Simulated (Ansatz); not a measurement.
# B3H6N: the cost of one run

All numbers below are computed with Ansatz 0.2.0 (RKS PBE0/6-31G*).

## 1. The system as given

Bond lengths: B1–N2 1.464 Å, N2–B3 1.521 Å, N2–B4 1.563 Å, B1–H5 1.215 Å, B1–H6 1.223 Å, B3–H7 1.240 Å, B3–H8 1.133 Å, B4–H9 1.256 Å, B4–H10 1.135 Å. Angles: B1–N2–B3 106.5°, B1–N2–B4 111.1°, B3–N2–B4 109.9°, N2–B1–H5 121.7°, N2–B1–H6 122.5°, H5–B1–H6 112.8°, N2–B3–H7 116.9°, N2–B3–H8 120.8°, H7–B3–H8 113.2°, N2–B4–H9 116.7°, N2–B4–H10 120.4°, H9–B4–H10 114.8°.

Structure file:

```xyz
10

B    -0.9898    0.3932   -0.8357
N     0.3678    0.0081   -0.4455
B     0.2599   -1.3683    0.1928
B     0.9684    1.0235    0.5793
H    -1.4537    0.0886   -1.9162
H    -1.8488    0.6936   -0.0181
H     1.2388   -1.7621    0.8434
H    -0.2961   -2.2067   -0.3278
H     0.4221    1.0747    1.7091
H     1.4145    2.0042    0.2217
```

## 2. Preparing the start

File input.yaml:

```yaml
crystal:
  periodic: [false, false, false]
  atoms:
    - { symbol: B, position_ang: [-0.9898, 0.3932, -0.8357] }
    - { symbol: "N", position_ang: [0.3678, 0.0081, -0.4455] }
    - { symbol: B, position_ang: [0.2599, -1.3683, 0.1928] }
    - { symbol: B, position_ang: [0.9684, 1.0235, 0.5793] }
    - { symbol: H, position_ang: [-1.4537, 0.0886, -1.9162] }
    - { symbol: H, position_ang: [-1.8488, 0.6936, -0.0181] }
    - { symbol: H, position_ang: [1.2388, -1.7621, 0.8434] }
    - { symbol: H, position_ang: [-0.2961, -2.2067, -0.3278] }
    - { symbol: H, position_ang: [0.4221, 1.0747, 1.7091] }
    - { symbol: H, position_ang: [1.4145, 2.0042, 0.2217] }
basis:
  gaussian: { orbitals: "6-31G*" }
hamiltonian:
  xc: pbe0
relax:
  f_tol: 0.02
  max_steps: 40
output:
  orbitals: {}
```

Run with:

```console
$ ansatz run input.yaml --threads 1 --pin off --max-ram 2048MiB --backend cpu --events-out ev --progress --plain --runs-dir out
```

Q: Estimate wall time and peak memory on 1 thread of Arm Neoverse V1, shared host.

About 38 s, with a peak of 0.13 GiB.
